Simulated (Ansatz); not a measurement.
# LuPd: the cost of one run

Computed with Ansatz 0.2.0 (DFT PBEsol, scalar-relativistic, plane waves, PAW).

**1. The starting structure**

The structure is cubic, space group Pm-3m (No. 221). Conventional cell: a = 3.446 Å, b = 3.446 Å, c = 3.446 Å, α = 90.00°, β = 90.00°, γ = 90.00°. Lu (site symmetry m-3m) has 8 Pd at 2.98 Å as nearest neighbours. Pd (site symmetry m-3m) has 8 Lu at 2.98 Å as nearest neighbours.

As a file:

```cif
data_structure
_symmetry_space_group_name_H-M 'Pm-3m'
_symmetry_Int_Tables_number 221
_cell_length_a 3.4460
_cell_length_b 3.4460
_cell_length_c 3.4460
_cell_angle_alpha 90.000
_cell_angle_beta 90.000
_cell_angle_gamma 90.000
_cell_volume 40.92
loop_
_atom_site_label
_atom_site_type_symbol
_atom_site_symmetry_multiplicity
_atom_site_Wyckoff_symbol
_atom_site_fract_x
_atom_site_fract_y
_atom_site_fract_z
_atom_site_occupancy
Lu1 Lu 1 a 0.00000 0.00000 0.00000 1
Pd1 Pd 1 b 0.50000 0.50000 0.50000 1
```

It is the result of an earlier relaxation at this level (volume 20.46 Å³/atom; gap on the mesh: none (metal)).

**2. The cell under PBEsol**

Contents of input.yaml:

```yaml
crystal:
  lattice:
    - [3.4460288844, 0.0, 0.0]
    - [0.0, 3.4460288844, 0.0]
    - [0.0, 0.0, 3.4460288844]
  atoms:
    - { symbol: Lu, position: [0.0, 0.0, 0.0] }
    - { symbol: Pd, position: [0.5, 0.5, 0.5] }
basis:
  ecutwfc: 420
kpoints:
  mp_grid: { grid: [12, 12, 12] }
hamiltonian:
  xc: pbesol
scf:
  occupations: { method: gaussian, width: 0.1 }
output:
  forces: true
  stress: true
  eigenvalues: true
relax:
  adjacent_minimum: "off"
  f_tol: 0.005
  max_steps: 50
  cell: { stress_tol: 0.05 }
```

Command:

```bash
$ ansatz run input.yaml --threads 1 --pin off --max-ram 2560MiB --backend cpu --events-out ev --progress --plain --runs-dir out
```

**Question.** How long does this run take on 1 thread of Arm Neoverse V2, shared host, and how much memory does it need?

About 31 s, with a peak of 0.37 GiB.
